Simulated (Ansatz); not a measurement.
# Na3Al (Fm-3m) in Ansatz: reference runs

Aim: a first look at Na3Al with PBE, on the cell as given and on a disturbed one.

Everything below comes from runs of Ansatz 0.2.0. Logs are shortened: lines on timing, memory, paths and dates and some standing lists are left out, and cuts for length are marked.

### 1 The structure

The structure is cubic, space group Fm-3m (No. 225). The conventional cell has a = 7.666 Å, b = 7.666 Å, c = 7.666 Å, α = 90.00°, β = 90.00°, γ = 90.00°. Al (site symmetry m-3m) has 8 Na at 3.32 Å as nearest neighbours. Na (site symmetry m-3m) is surrounded by 8 Na at 3.32 Å. Na (site symmetry -43m) has 4 Al at 3.32 Å and 4 Na at 3.32 Å as nearest neighbours.

The cell comes from a database or a generator and needn't be the stable form of this composition.

### 2 Single point, PBE

The input, input.yaml:

```yaml
crystal:
  lattice:
    - [0.0, 3.833004, 3.833004]
    - [3.833004, 0.0, 3.833004]
    - [3.833004, 3.833004, 0.0]
  atoms:
    - { symbol: Al, position: [0.0, 0.0, 0.0] }
    - { symbol: Na, position: [0.5, 0.5, 0.5] }
    - { symbol: Na, position: [0.75, 0.75, 0.75] }
    - { symbol: Na, position: [0.25, 0.25, 0.25] }
hamiltonian:
  xc: pbe
  pseudopotentials: { kind: paw }
kpoints:
  mp_grid: { grid: [6, 6, 6] }
scf:
  occupations: { method: fermi_dirac, width: 0.05 }
output:
  forces: true
  stress: true
  eigenvalues: true
```

Potentials or basis: Ansatz PAW.

Launch:

```
> ansatz run input.yaml --threads 2 --pin off --max-ram 5120MiB --backend cpu --events-out ev --progress --plain --runs-dir out
```

Output:

```text
Warning: RAYON_NUM_THREADS=2 ignored (pool sized by the plan → 2); use --threads N
Engine: ansatz 0.2.0, x86_64-unknown-linux-gnu
Pseudopotentials: kind: paw
Pseudopotential: Al, paw, valence charge 3, recommended cutoff 420 eV (normal), Al.paw.azcp
Pseudopotential: Na, paw, valence charge 9, recommended cutoff 420 eV (normal), Na.paw.azcp
Functional definition: PBE
  parameter kappa = 0.804
  parameter beta = 0.06672455060314922
  exchange = pbe_x(kappa = kappa, mu = beta*pi^2/3)
  correlation = pbe_c(beta = beta)
Crystal: 4 atoms, lattice volume = 112.628 Å³
Basis set: ecut = 420 eV, 2229 PW (Γ), exchange–correlation on 80×80×80 points (8 copies of the dense FFT grid, shifted against one another)
Bands: 19, of which v1, the nominal top of the filled ones, is band 15 counted from 1 (14 counted from 0)
Symmetry: 48 space group operations
Space group: Fm-3m (ITA 225), of the structure as read, at distance tolerance 4.8e-5 Å
k-points: 16 of 216
Non-local potential: Al, projectors of the file, l = 0: 2, l = 1: 2, l = 2: 1
Non-local potential: Na, projectors of the file, l = 0: 3, l = 1: 2, l = 2: 1
PAW form: soft (Blöchl's): semilocal exchange-correlation on the pseudo side does not see the compensation charge
PAW one-centre angular grid: Al, 110 points (default); XC on 64 Gauss nodes
PAW one-centre angular grid: Na, 110 points (default); XC on 64 Gauss nodes
Initial density: superposition of atomic densities (neutral atoms: chi_scale 0, normalization atom), corrected by the library's trained network
Initial wavefunctions: pseudopotential atomic-orbital guess
Functional: x = pbe(κ = 0.804, μ = 0.2195149727645171), c = pbe(β = 0.06672455060314922)
SCF iter   1: F=—  HF=-4996.072796 eV  |F-HF|=—  |Δ(HF+E_count)|=         —  Δρ=7.88e-4  dr2=5.61e-4  ethr=1.77e-3  ⟨swp⟩=5.8  Hψ=1399  notcnv=0
preconditioner: auto → Kerker (q_TF=auto, 2.188 Å⁻¹)  [metal: Δε(μ)=0.038 eV  Ē_g=4.502 eV  σ=0.050 eV  W_gap=0.19  n_scr=14 (ndim 8)  ℏωp=8.6 eV  f_vac=0.000  D(μ)=3.47/eV (n_scr^D=26)]
SCF iter   2: F=—  HF=-4996.071782 eV  |F-HF|=—  |Δ(HF+E_count)|=   1.01e-3  Δρ=4.81e-4  dr2=2.70e-4  ethr=1.87e-6  ⟨swp⟩=2.0  Hψ=645  notcnv=0
SCF iter   3: F=—  HF=-4996.071987 eV  |F-HF|=—  |Δ(HF+E_count)|=   2.05e-4  Δρ=2.66e-4  dr2=6.78e-5  ethr=9.00e-7  ⟨swp⟩=2.0  Hψ=495  notcnv=0
SCF iter   4: F=—  HF=-4996.071983 eV  |F-HF|=—  |Δ(HF+E_count)|=   4.01e-6  Δρ=9.12e-5  dr2=1.00e-5  ethr=2.26e-7  ⟨swp⟩=3.0  Hψ=547  notcnv=0
SCF iter   5: F=—  HF=-4996.071979 eV  |F-HF|=—  |Δ(HF+E_count)|=   3.13e-6  Δρ=4.86e-5  dr2=1.22e-6  ethr=3.33e-8  ⟨swp⟩=2.0  Hψ=542  notcnv=0
SCF iter   6: F=-4996.071978 eV  HF=-4996.071979 eV  |F-HF|=7.26e-8  |Δ(HF+E_count)|=   8.33e-7  Δρ=9.77e-6  dr2=7.51e-8  ethr=3.33e-10  ⟨swp⟩=3.0  Hψ=1219  notcnv=0
SCF 1 converged in 6 iterations: F = -4996.071978 eV  dr2 = 7.51e-8
SCF converged after 6 iterations
Free energy (F): -4996.071978 eV
Harris-Foulkes:  -4996.071979 eV  (|F-HF|=7.26e-8)
Internal energy: -4996.045687 eV  (E = F + TS)
E sigma→0 (E₀):  -4996.058833 eV
Entropy (-TS):   -0.026292 eV (-6.573 meV/atom)
Fermi energy:    2.842366 eV
--- Per-component energies (eV) ---
  E_band       = -682.524992
  E_kinetic    = 380.265644
  E_local      = -4261.256208  (includes V_loc(G=0)·N_el)
  E_nonlocal   = 356.675972
  E_hartree    = 1569.857023
  E_xc         = -153.477158
  E_vxc        = -174.998294  (∫ρ·V_xc dr)
  E_paw        = -1256.549819  (= ΣΔE_a)
  E_vpaw       = -122.930718  (= ΣTr[D̂ρ^β])
  E_aug_tail   = -0.000095  (compensation charges beyond the density's cutoff)
  E_ewald      = -1631.561046
  E_smearing   = -0.026292  (= −TS)
  E_closure    = -0.000000  (closes the sum)
  Σ components = -4996.071978   (vs F -4996.071978, Δ=0.00e0)
--- Forces (eV/Å), atoms counted from 1 ---
  atom   1  Al    -0.00000000     0.00000000    -0.00000000
  atom   2  Na     0.00000000    -0.00000000    -0.00000000
  atom   3  Na    -0.00000000    -0.00000000    -0.00000000
  atom   4  Na    -0.00000000     0.00000000     0.00000000
  max |Σ_I F_I| component: 3.24e-17 eV/Å
--- Stress (GPa, compression-positive) ---
        0.137347       0.000000      -0.000000
        0.000000       0.137347      -0.000000
       -0.000000       0.000000       0.137347
  P = ⅓ Tr σ = 0.1373 GPa (1.373 kbar)
--- Band table (eV; the first three rows and the last of 16) ---
  k-point 0: bands = ["-49.9616", "-49.5109", "-49.5096", "-21.8851", "-21.8851", "-21.8851", "-21.4423", "-21.4423", "-21.4423", "-21.4288", "-21.4288", "-21.4288", "-2.5817", "3.9355", "3.9355", "3.9355", "4.4300", "6.0862", "6.0862"]
  k-point 1: bands = ["-49.9616", "-49.5108", "-49.5097", "-21.8852", "-21.8852", "-21.8852", "-21.4414", "-21.4414", "-21.4411", "-21.4303", "-21.4297", "-21.4297", "-2.4127", "2.6077", "3.8077", "3.8077", "5.0419", "6.2948", "6.2948"]
  k-point 2: bands = ["-49.9616", "-49.5106", "-49.5100", "-21.8855", "-21.8855", "-21.8853", "-21.4389", "-21.4389", "-21.4386", "-21.4335", "-21.4320", "-21.4320", "-1.9704", "1.2318", "3.6292", "3.6292", "4.8878", "5.8199", "5.8199"]
  k-point 15: bands = ["-49.9616", "-49.5104", "-49.5102", "-21.8864", "-21.8859", "-21.8849", "-21.4454", "-21.4426", "-21.4385", "-21.4318", "-21.4282", "-21.4275", "-1.3035", "1.2776", "1.9972", "2.0163", "4.6767", "5.7609", "6.9847"]
```

Wall time 4.1 s (2 threads of AMD EPYC, shared host); peak memory 0.41 GiB.

What came out:

- Free energy: -4996.0720 eV
- Pressure: 0.1 GPa
- Band gap on the k mesh: none (metal or under the smearing width)

### 3 Single point, PBE (atoms moved at random, drawn with an rms of 0.05 Å)

The input, input.yaml:

```yaml
crystal:
  lattice:
    - [0.0, 3.833004, 3.833004]
    - [3.833004, 0.0, 3.833004]
    - [3.833004, 3.833004, 0.0]
  atoms:
    - { symbol: Al, position: [0.000282, -0.002446, -0.006752] }
    - { symbol: Na, position: [0.521086, 0.481604, 0.500833] }
    - { symbol: Na, position: [0.743649, 0.751986, 0.747785] }
    - { symbol: Na, position: [0.263561, 0.249293, 0.252208] }
hamiltonian:
  xc: pbe
  pseudopotentials: { kind: paw }
kpoints:
  mp_grid: { grid: [6, 6, 6] }
scf:
  occupations: { method: fermi_dirac, width: 0.05 }
output:
  forces: true
  stress: true
  eigenvalues: true
```

Potentials or basis: Ansatz PAW.

Launch:

```
> ansatz run input.yaml --threads 2 --pin off --max-ram 5120MiB --backend cpu --events-out ev --progress --plain --runs-dir out
```

Output:

```text
Warning: RAYON_NUM_THREADS=2 ignored (pool sized by the plan → 2); use --threads N
Engine: ansatz 0.2.0, x86_64-unknown-linux-gnu
Pseudopotentials: kind: paw
Pseudopotential: Al, paw, valence charge 3, recommended cutoff 420 eV (normal), Al.paw.azcp
Pseudopotential: Na, paw, valence charge 9, recommended cutoff 420 eV (normal), Na.paw.azcp
Functional definition: PBE
  parameter kappa = 0.804
  parameter beta = 0.06672455060314922
  exchange = pbe_x(kappa = kappa, mu = beta*pi^2/3)
  correlation = pbe_c(beta = beta)
Crystal: 4 atoms, lattice volume = 112.628 Å³
Basis set: ecut = 420 eV, 2229 PW (Γ), exchange–correlation on 80×80×80 points (8 copies of the dense FFT grid, shifted against one another)
[... 37 lines left out ...]
  E_vpaw       = -122.929190  (= ΣTr[D̂ρ^β])
  E_aug_tail   = -0.000097  (compensation charges beyond the density's cutoff)
  E_ewald      = -1630.550071
  E_smearing   = -0.026186  (= −TS)
  E_closure    = -0.000000  (closes the sum)
  Σ components = -4996.059711   (vs F -4996.059711, Δ=0.00e0)
--- Forces (eV/Å), atoms counted from 1 ---
  atom   1  Al     0.04213689     0.04744999     0.02690471
  atom   2  Na     0.07010152    -0.06997060     0.01270316
  atom   3  Na    -0.05386235     0.08616910     0.02655443
  atom   4  Na    -0.05837213    -0.06366630    -0.06616559
  max |Σ_I F_I| component: 1.78e-5 eV/Å
--- Stress (GPa, compression-positive) ---
        0.161368       0.016985       0.036972
        0.016985       0.183562       0.012090
        0.036972       0.012090       0.181232
  P = ⅓ Tr σ = 0.1754 GPa (1.754 kbar)
--- Band table (eV; the first three rows and the last of 112) ---
  k-point 0: bands = ["-49.9639", "-49.5142", "-49.5118", "-21.8914", "-21.8871", "-21.8841", "-21.4478", "-21.4458", "-21.4428", "-21.4334", "-21.4305", "-21.4294", "-2.5827", "3.9072", "3.9308", "3.9616", "4.4300", "6.0836", "6.0861"]
  k-point 1: bands = ["-49.9639", "-49.5141", "-49.5118", "-21.8916", "-21.8872", "-21.8843", "-21.4469", "-21.4449", "-21.4419", "-21.4343", "-21.4316", "-21.4302", "-2.4136", "2.6026", "3.7855", "3.8323", "5.0401", "6.2808", "6.3214"]
  k-point 2: bands = ["-49.9639", "-49.5141", "-49.5119", "-21.8919", "-21.8874", "-21.8846", "-21.4447", "-21.4432", "-21.4395", "-21.4368", "-21.4341", "-21.4319", "-1.9709", "1.2274", "3.6048", "3.6548", "4.8865", "5.7974", "5.8573"]
  k-point 111: bands = ["-49.9639", "-49.5140", "-49.5120", "-21.8916", "-21.8878", "-21.8847", "-21.4435", "-21.4410", "-21.4400", "-21.4367", "-21.4347", "-21.4343", "-1.6460", "0.5954", "3.5411", "3.5685", "4.7874", "5.5477", "5.5793"]
```

Wall time 21 s (2 threads of AMD EPYC, shared host); peak memory 0.58 GiB.

What came out:

| Quantity | Value |
| --- | --- |
| Free energy | -4996.0597 eV |
| Pressure | 0.2 GPa |
| Largest force | 0.109 eV/Å |
| Band gap on the k mesh | none (metal or under the smearing width) |

Forces in eV/Å, atoms in the order of the input:
```
Al   0.042  0.047  0.027
Na   0.070 -0.070  0.013
Na  -0.054  0.086  0.027
Na  -0.058 -0.064 -0.066
```
